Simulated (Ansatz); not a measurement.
# LiAs (triplet): from Hartree-Fock to the top rungs at distance As1–Li2 = 2.416 Å, cc-pVDZ

How much of the correlation energy of LiAs (triplet) does each wave-function method recover here?

Program: Ansatz 0.2.0, Gaussian basis. Level of theory: cc-pVDZ, core rule «outside noble gas», up to 15 orbitals frozen. These are calculated values, not measurements.

To be run: UHF; CCSD(T) on ROHF; CCSD(T) on UHF; BCCD(T) on ROHF; CISD; CCSDT(Q) on ROHF; CCSDT(Q) on UHF; CASSCF and MRCISD+Q, 4 electrons in 4 orbitals; CASSCF and NEVPT2, 4 electrons in 4 orbitals; Full CI.

70 further runs of the same task are left out: 47 for a known fault of the program, 1 for a mislabelled method, 18 that didn't finish, 4 set aside as unsound or not needed.

## 1. The geometry

The geometry derives from a PBE0/def2-TZVP stationary point (not a proven minimum). One bond is set to the value named and the two fragments are kept rigid. No spin-orbit coupling is included. The filled d shell of As may be among the frozen orbitals whatever the setting's name suggests; the logs give the count.

2 atoms, charge 0, spin multiplicity 3.

Atoms are counted from 1 here; the program's logs count them from 0.

Bond lengths: As1–Li2 2.416 Å.

## 2. UHF

The input, in.yaml:

```yaml
crystal:
  periodic: [false, false, false]
  atoms:
    - {symbol: As, position_ang: [0.000000, 0.000000, 0.000000]}
    - {symbol: Li, position_ang: [0.000000, 0.000000, 2.415900]}
basis:
  gaussian: {orbitals: cc-pVDZ}
magnetization: {spin_polarized: true, initial_magnetization: 2}
hamiltonian: {xc: hf}
output: {orbitals: {seedname: orbitals}}
```

Started as:

```sh
$ ansatz run in.yaml --threads 1 --pin off --events-out ev --progress --plain --max-ram 2393MiB
```

Further steps of the session: CCSD(T) on ROHF; CCSD(T) on UHF; BCCD(T) on ROHF; CISD; CCSDT(Q) on ROHF; CCSDT(Q) on UHF; CASSCF and MRCISD+Q, 4 electrons in 4 orbitals; CASSCF and NEVPT2, 4 electrons in 4 orbitals; Full CI.

**Question.** What will the summary of the whole plan be? Wanted: FCI below the RHF energy; RMP2 from FCI; UMP2 from FCI; RCCSD from FCI; RCCSD(T) from FCI; UCCSD(T) from FCI; RCCSDT(Q) from FCI; UCCSDT(Q) from FCI; NEVPT2 pair from FCI.

**Answer**, as computed:

| quantity | value |
| --- | --- |
| FCI below the RHF energy | -2.6396 eV |
| RMP2 from FCI | +528.8 meV |
| UMP2 from FCI | +535.2 meV |
| RCCSD from FCI | +81.0 meV |
| RCCSD(T) from FCI | +20.2 meV |
| UCCSD(T) from FCI | +12.9 meV |
| RCCSDT(Q) from FCI | +0.5 meV |
| UCCSDT(Q) from FCI | -6.6 meV |
| NEVPT2 pair from FCI | +463.4 meV |
| MRCISD+Q pair from FCI | -17.9 meV |
| levels within 1 kcal/mol (43 meV) | RCCSD(T), UCCSD(T), BCCD(T), RCCSDT, UCCSDT, RCCSDT(Q), UCCSDT(Q), MRCISD+Q pair |
| T1 diagnostic | 0.027 |
| effectively unpaired electrons | 2.04 |

**Reading.** RCCSD(T) lands +20.2 meV from the yardstick (0.8 % of the correlation energy). UCCSDT, UCCSDT(Q), MRCISD+Q pair fall below full CI: unrestricted runs freeze a spin-polarised core, another one than full CI's, and coupled cluster isn't variational. One determinant dominates. Of the multireference levels listed MRCISD+Q pair comes nearest in total energy (-17.9 meV), which doesn't show that its space is the better one. These misses are within one basis, not against nature; the frozen cores of restricted and unrestricted runs differ, which can shift their rows.
